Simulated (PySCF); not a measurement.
**GaBr+: from the state search to spectroscopic constants**

An exercise on one series of results from a longer session: the logs are not shown, and one member is left open.

Method: Ga def2-TZVPPD, Br def2-TZVPPD, no relativity; program: PySCF 2.14.0.

The first run:

A driver script around PySCF takes these settings:

```
atoms                         : Ga, Br
charge                        : 1
basis                         : Ga def2-TZVPPD, Br def2-TZVPPD
Hamiltonian                   : no relativity
basis functions               : 111
electrons treated             : 65
masses in u                   : 68.9256, 78.9183
levels                        : PBE0, PBE, r²SCAN, r²SCANh, BP86, M06-2X, M06-L, r²SCAN0, CAM-B3LYP, HF, MP2, SCS-MP2
grid                          : 80 radial by 434 angular points
occupations                   : held fixed by the projection of orbital angular momentum
dissociation limit            : Ga+ + Br, each in its ground configuration
starting distance in angstrom : 2.420
values of 2S to try           : 1, 3
```

Run with:

```
$ OMP_NUM_THREADS=2 python dia.py task.json out
```

Steps of the session up to this table: Set-up; First curve: PBE0; Excited determinants; PBE (GGA); r²SCAN (meta-GGA); r²SCANh (hybrid meta-GGA); BP86 (GGA); M06-2X (hybrid meta-GGA); M06-L (meta-GGA); r²SCAN0 (hybrid meta-GGA); CAM-B3LYP (range-separated hybrid); UHF (mean field).

One of the session's tables, all rows but one given; the rest of the session is left out.

Energy (eV) from each level's lowest point:

```
R (Å)    UHF  UHF-MP2  UHF-SCS-MP2    PBE   BP86
1.944  0.989    0.857        0.910  1.044  1.049
2.034  0.399    0.318        0.352  0.462  0.467
2.124  0.102    0.062        0.077  0.150  0.154
2.192      ?        ?            ?      ?      ?
2.260  0.000    0.017        0.001  0.000  0.000
2.328  0.037    0.090        0.057  0.013  0.011
2.418  0.122    0.242        0.182  0.083  0.076
2.531  0.230    0.455        0.358  0.212  0.200
2.667  0.318    0.658        0.519  0.382  0.364
2.848  0.370    0.814        0.634  0.581  0.557
```

Estimate the missing values for R (Å) = 2.192.

Worked estimate for «UHF». A straight line through the neighbours (2.124, 0.102) and (2.260, 0.000) gives 0.102 + (0.000 − 0.102) × (2.192 − 2.124) / (2.260 − 2.124) = 0.051; a parabola fitted to 4 rows on both sides gives 0.007.

The run gave: UHF: 0.012; UHF-MP2: 0.000; UHF-SCS-MP2: 0.000; PBE: 0.038; BP86: 0.040. In «UHF» the line misses by +0.039 and the parabola by -0.005.
